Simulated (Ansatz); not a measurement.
# CH4BFOS (SMILES COB(F)S): levels of theory compared

We compute a comparison of 4 runs (HF/STO-3G, PBE0/def2-SVP, SVWN5/def2-TZVP, SVWN5/cc-pVTZ) of CH4BFOS. 

Program for the calculation: Ansatz 0.2.0.

2 further runs of the same task are left out: 2 set aside as unsound or not needed.

## Step 1: The molecule

CH4BFOS has 9 atoms, charge 0, and is taken as a singlet. SMILES: `COB(F)S`. The shape is that of a PBE0-D4/def2-TZVP optimisation. This is one conformer, not always the lowest.

Bond lengths: C1–O2 1.409 Å, O2–B3 1.344 Å, B3–F4 1.328 Å, B3–S5 1.819 Å, C1–H6 1.094 Å, C1–H7 1.089 Å, C1–H8 1.094 Å, S5–H9 1.341 Å. Some angles: C1–O2–B3 124.6°, O2–B3–F4 116.9°, O2–B3–S5 127.6°, F4–B3–S5 115.6°, O2–C1–H6 111.2°, O2–C1–H7 107.5°, O2–C1–H8 111.2°, B3–S5–H9 96.9°, H6–C1–H7 108.8°, H6–C1–H8 109.4°.

## Step 2: Energy and gradient at HF/STO-3G (run 1)

molecule.yaml

```yaml
crystal:
  periodic: [false, false, false]
  atoms:
    - {symbol: C, position_ang: [0.905400, -0.203000, 0.761200]}
    - {symbol: O, position_ang: [0.392000, -0.802100, -0.406000]}
    - {symbol: B, position_ang: [-0.675300, -0.354100, -1.088100]}
    - {symbol: F, position_ang: [-1.026800, -1.039500, -2.170000]}
    - {symbol: S, position_ang: [-1.708500, 1.093100, -0.705400]}
    - {symbol: H, position_ang: [1.235400, 0.821700, 0.566800]}
    - {symbol: H, position_ang: [1.763400, -0.792500, 1.081600]}
    - {symbol: H, position_ang: [0.161700, -0.199500, 1.563500]}
    - {symbol: H, position_ang: [-1.047200, 1.475800, 0.396600]}
basis:
  gaussian:
    orbitals: STO-3G
hamiltonian:
  xc: hf
accuracy: high
output: {forces: true, orbitals: {seedname: orbitals}}
```

On the command line:

```console
$ ansatz run molecule.yaml --threads 1 --pin off --max-ram 2610MiB --events-out events.jsonl --progress --plain --runs-dir runs
```

Log:

```text
Warning: RAYON_NUM_THREADS=1 ignored (pool sized by the plan → 1); use --threads N
Functional definition: HF
  name "HF"
  exchange = exact_x
  correlation = 0
668 factors; integrals over basis functions are off by at most 3.1e-8 eV
mean field evaluation 1: about -17120.9346 eV, gradient 2.9e1 eV
mean field evaluation 2: about -17121.1153 eV, gradient 2.9e1 eV
mean field evaluation 4: about -17124.1209 eV, gradient 1.4e0 eV
mean field evaluation 8: about -17124.1278 eV, gradient 4.3e-2 eV
mean field -17124.12781685 eV, -629.3000901184 hartree, gradient 2.6e-8 eV, S^2 0.000000; 0 other end points of the search recorded, 0 dependent functions left out
the calculation of the forces begins
reference -17124.12781685 eV, -629.3000901184 hartree; 24, 24 occupied and 9, 9 virtual orbitals, 668 factors
Total energy: -17124.12781685 eV, -629.3000901184 hartree
Atom 0 at     0.905400    -0.203000     0.761200 Å, force    -0.033016     0.232088     0.208709 eV/Å
Atom 1 at     0.392000    -0.802100    -0.406000 Å, force     0.041963    -0.701839    -0.676757 eV/Å
Atom 2 at    -0.675300    -0.354100    -1.088100 Å, force    -1.073165     0.463475    -0.673484 eV/Å
Atom 3 at    -1.026800    -1.039500    -2.170000 Å, force     0.457223     0.179784     0.674605 eV/Å
Atom 4 at    -1.708500     1.093100    -0.705400 Å, force     0.631611    -0.225395     0.444741 eV/Å
Atom 5 at     1.235400     0.821700     0.566800 Å, force     0.052341     0.065111     0.191042 eV/Å
Atom 6 at     1.763400    -0.792500     1.081600 Å, force     0.156387    -0.026141     0.140428 eV/Å
Atom 7 at     0.161700    -0.199500     1.563500 Å, force     0.100859     0.108025     0.147500 eV/Å
Atom 8 at    -1.047200     1.475800     0.396600 Å, force    -0.334202    -0.095108    -0.456784 eV/Å
Dipole moment:     0.249120     0.154043     0.425551 e Å
```

It took 0.54 s on 1 thread of AMD EPYC 9R45 (Zen 5), shared host.

## Step 3: Energy and forces at PBE0/def2-SVP (run 2)

run.yaml

```yaml
crystal:
  periodic: [false, false, false]
  atoms:
    - {symbol: C, position_ang: [0.905400, -0.203000, 0.761200]}
    - {symbol: O, position_ang: [0.392000, -0.802100, -0.406000]}
    - {symbol: B, position_ang: [-0.675300, -0.354100, -1.088100]}
    - {symbol: F, position_ang: [-1.026800, -1.039500, -2.170000]}
    - {symbol: S, position_ang: [-1.708500, 1.093100, -0.705400]}
    - {symbol: H, position_ang: [1.235400, 0.821700, 0.566800]}
    - {symbol: H, position_ang: [1.763400, -0.792500, 1.081600]}
    - {symbol: H, position_ang: [0.161700, -0.199500, 1.563500]}
    - {symbol: H, position_ang: [-1.047200, 1.475800, 0.396600]}
basis:
  gaussian:
    orbitals: def2-SVP
output: {forces: true, orbitals: {seedname: orbitals}}
hamiltonian:
  xc: pbe0
accuracy: high
```

On the command line:

```console
$ ansatz run run.yaml --threads 1 --pin off --max-ram 2610MiB --events-out events.jsonl --progress --plain --runs-dir runs
```

Log, cut to the lines that bear on the results:

```text
Warning: RAYON_NUM_THREADS=1 ignored (pool sized by the plan → 1); use --threads N
Functional definition: PBE0
  name "PBE0"
[...]
2177 factors; integrals over basis functions are off by at most 9.4e-9 eV
[...]
mean field -17362.22082067 eV, -638.0498466238 hartree, gradient 8.1e-8 eV, S^2 0.000000; 0 other end points of the search recorded, 0 dependent functions left out
[...]
reference -17362.22082299 eV, -638.0498467087 hartree; 24, 24 occupied and 70, 70 virtual orbitals, 2177 factors
Total energy: -17362.22082299 eV, -638.0498467087 hartree
Atom 0 at     0.905400    -0.203000     0.761200 Å, force    -0.194547    -0.285768    -0.501100 eV/Å
Atom 1 at     0.392000    -0.802100    -0.406000 Å, force     0.033452     0.162061     0.203963 eV/Å
Atom 2 at    -0.675300    -0.354100    -1.088100 Å, force    -0.009850    -0.114796    -0.129669 eV/Å
Atom 3 at    -1.026800    -1.039500    -2.170000 Å, force     0.003940     0.001799     0.005906 eV/Å
Atom 4 at    -1.708500     1.093100    -0.705400 Å, force    -0.098044    -0.011630    -0.116412 eV/Å
Atom 5 at     1.235400     0.821700     0.566800 Å, force     0.106667     0.288029    -0.017061 eV/Å
Atom 6 at     1.763400    -0.792500     1.081600 Å, force     0.259450    -0.134564     0.141073 eV/Å
Atom 7 at     0.161700    -0.199500     1.563500 Å, force    -0.179016     0.015000     0.248347 eV/Å
Atom 8 at    -1.047200     1.475800     0.396600 Å, force     0.077947     0.079870     0.164953 eV/Å
Dipole moment:     0.317937     0.237432     0.584970 e Å
```

Wall time 5.4 s (1 thread of AMD EPYC 9R45 (Zen 5), shared host).

## Step 4: Energy and gradient at SVWN5/def2-TZVP (run 3)

input.yaml

```yaml
crystal:
  periodic: [false, false, false]
  atoms:
    - {symbol: C, position_ang: [0.905400, -0.203000, 0.761200]}
    - {symbol: O, position_ang: [0.392000, -0.802100, -0.406000]}
    - {symbol: B, position_ang: [-0.675300, -0.354100, -1.088100]}
    - {symbol: F, position_ang: [-1.026800, -1.039500, -2.170000]}
    - {symbol: S, position_ang: [-1.708500, 1.093100, -0.705400]}
    - {symbol: H, position_ang: [1.235400, 0.821700, 0.566800]}
    - {symbol: H, position_ang: [1.763400, -0.792500, 1.081600]}
    - {symbol: H, position_ang: [0.161700, -0.199500, 1.563500]}
    - {symbol: H, position_ang: [-1.047200, 1.475800, 0.396600]}
basis:
  gaussian: {orbitals: def2-TZVP}
hamiltonian: {xc: {name: SVWN5}}
accuracy: high
output: {forces: true, orbitals: {seedname: orbitals}}
```

On the command line:

```console
$ ansatz run input.yaml --threads 1 --pin off --max-ram 2610MiB --events-out events.jsonl --progress --plain --runs-dir runs
```

Log, cut to the lines that bear on the results:

```text
Warning: RAYON_NUM_THREADS=1 ignored (pool sized by the plan → 1); use --threads N
Functional definition: SVWN5
  name "SVWN5"
[...]
3322 factors; integrals over basis functions are off by at most 1.7e-8 eV
[...]
mean field -17297.86828842 eV, -635.6849346833 hartree, gradient 2.2e-8 eV, S^2 0.000000; 0 other end points of the search recorded, 0 dependent functions left out
[...]
reference -17297.86829213 eV, -635.6849348194 hartree; 24, 24 occupied and 161, 161 virtual orbitals, 3322 factors
Total energy: -17297.86829213 eV, -635.6849348194 hartree
Atom 0 at     0.905400    -0.203000     0.761200 Å, force    -0.247956    -0.207512    -0.478759 eV/Å
Atom 1 at     0.392000    -0.802100    -0.406000 Å, force    -0.017217     0.109851     0.095831 eV/Å
Atom 2 at    -0.675300    -0.354100    -1.088100 Å, force    -0.046648     0.091668     0.043771 eV/Å
Atom 3 at    -1.026800    -1.039500    -2.170000 Å, force     0.028825     0.054307     0.086499 eV/Å
Atom 4 at    -1.708500     1.093100    -0.705400 Å, force    -0.062313    -0.267719    -0.341826 eV/Å
Atom 5 at     1.235400     0.821700     0.566800 Å, force     0.086817     0.329560    -0.070402 eV/Å
Atom 6 at     1.763400    -0.792500     1.081600 Å, force     0.269612    -0.173112     0.112745 eV/Å
Atom 7 at     0.161700    -0.199500     1.563500 Å, force    -0.249524     0.009114     0.241775 eV/Å
Atom 8 at    -1.047200     1.475800     0.396600 Å, force     0.238405     0.053844     0.310367 eV/Å
Dipole moment:     0.299063     0.225172     0.552147 e Å
```

Wall time 11 s (1 thread of AMD EPYC 9R45 (Zen 5), shared host); peak memory 0.79 GiB.

## Step 5: Energy and forces at SVWN5/cc-pVTZ (run 4)

job.yaml

```yaml
crystal:
  periodic: [false, false, false]
  atoms:
    - {symbol: C, position_ang: [0.905400, -0.203000, 0.761200]}
    - {symbol: O, position_ang: [0.392000, -0.802100, -0.406000]}
    - {symbol: B, position_ang: [-0.675300, -0.354100, -1.088100]}
    - {symbol: F, position_ang: [-1.026800, -1.039500, -2.170000]}
    - {symbol: S, position_ang: [-1.708500, 1.093100, -0.705400]}
    - {symbol: H, position_ang: [1.235400, 0.821700, 0.566800]}
    - {symbol: H, position_ang: [1.763400, -0.792500, 1.081600]}
    - {symbol: H, position_ang: [0.161700, -0.199500, 1.563500]}
    - {symbol: H, position_ang: [-1.047200, 1.475800, 0.396600]}
basis:
  gaussian:
    orbitals: cc-pVTZ
hamiltonian:
  xc: {name: SVWN5}
accuracy: high
output: {forces: true, orbitals: {seedname: orbitals}}
```

On the command line:

```console
$ ansatz run job.yaml --threads 1 --pin off --max-ram 2610MiB --events-out events.jsonl --progress --plain --runs-dir runs
```

Log, cut to the lines that bear on the results:

```text
Warning: RAYON_NUM_THREADS=1 ignored (pool sized by the plan → 1); use --threads N
[... 2 set-up lines as earlier in the session ...]
[...]
3769 factors; integrals over basis functions are off by at most 3.7e-9 eV
[...]
mean field -17297.82012212 eV, -635.6831646044 hartree, gradient 6.3e-8 eV, S^2 0.000000; 0 other end points of the search recorded, 0 dependent functions left out
[...]
reference -17297.82012562 eV, -635.6831647329 hartree; 24, 24 occupied and 186, 186 virtual orbitals, 3769 factors
Total energy: -17297.82012562 eV, -635.6831647329 hartree
Atom 0 at     0.905400    -0.203000     0.761200 Å, force    -0.236823    -0.201869    -0.461233 eV/Å
Atom 1 at     0.392000    -0.802100    -0.406000 Å, force    -0.015972     0.099163     0.086187 eV/Å
Atom 2 at    -0.675300    -0.354100    -1.088100 Å, force    -0.035641     0.011108    -0.027408 eV/Å
Atom 3 at    -1.026800    -1.039500    -2.170000 Å, force     0.043265     0.079619     0.128050 eV/Å
Atom 4 at    -1.708500     1.093100    -0.705400 Å, force    -0.115584    -0.233849    -0.363955 eV/Å
Atom 5 at     1.235400     0.821700     0.566800 Å, force     0.077757     0.313571    -0.060713 eV/Å
Atom 6 at     1.763400    -0.792500     1.081600 Å, force     0.253434    -0.157252     0.111613 eV/Å
Atom 7 at     0.161700    -0.199500     1.563500 Å, force    -0.234714     0.016008     0.229146 eV/Å
Atom 8 at    -1.047200     1.475800     0.396600 Å, force     0.264279     0.073500     0.358313 eV/Å
Dipole moment:     0.304651     0.210708     0.543254 e Å
```

It took 16 s on 1 thread of AMD EPYC 9R45 (Zen 5), shared host; peak memory 1.1 GiB.

## Step 6: All runs side by side

```csv
run,level,energy (Eh),dipole moment (D),HOMO energy (eV),LUMO energy (eV),wall time
1,HF/STO-3G,-629.300090,2.48,-7.62,9.26,0.54 s
2,PBE0/def2-SVP,-638.049847,3.40,-7.82,0.80,5.4 s
3,SVWN5/def2-TZVP,-635.684935,3.20,-6.84,-0.73,11 s
4,SVWN5/cc-pVTZ,-635.683165,3.16,-6.82,-0.66,16 s
```

## Step 7: Results

| quantity | value |
| --- | --- |
| run 4: total energy | -635.68316 Eh |
| run 4: dipole moment | 3.16 D |
| run 4: HOMO energy | -6.82 eV |
| run 4: LUMO energy | -0.66 eV |
| run 4: HOMO–LUMO gap | 6.16 eV |
| run 4: largest force on an atom | 0.556 eV/Å |

In words: The dipole moment (its size) runs from 2.48 D (HF/STO-3G) to 3.40 D (PBE0/def2-SVP). The two ends differ in method and basis. The HOMO–LUMO gap runs from 6.11 eV (SVWN5/def2-TZVP) to 16.88 eV (HF/STO-3G). Totals of different functionals can't be ranked against each other. In run 1 the basis is minimal, so the values are rough. All runs together took 33 s, the longest 16 s.
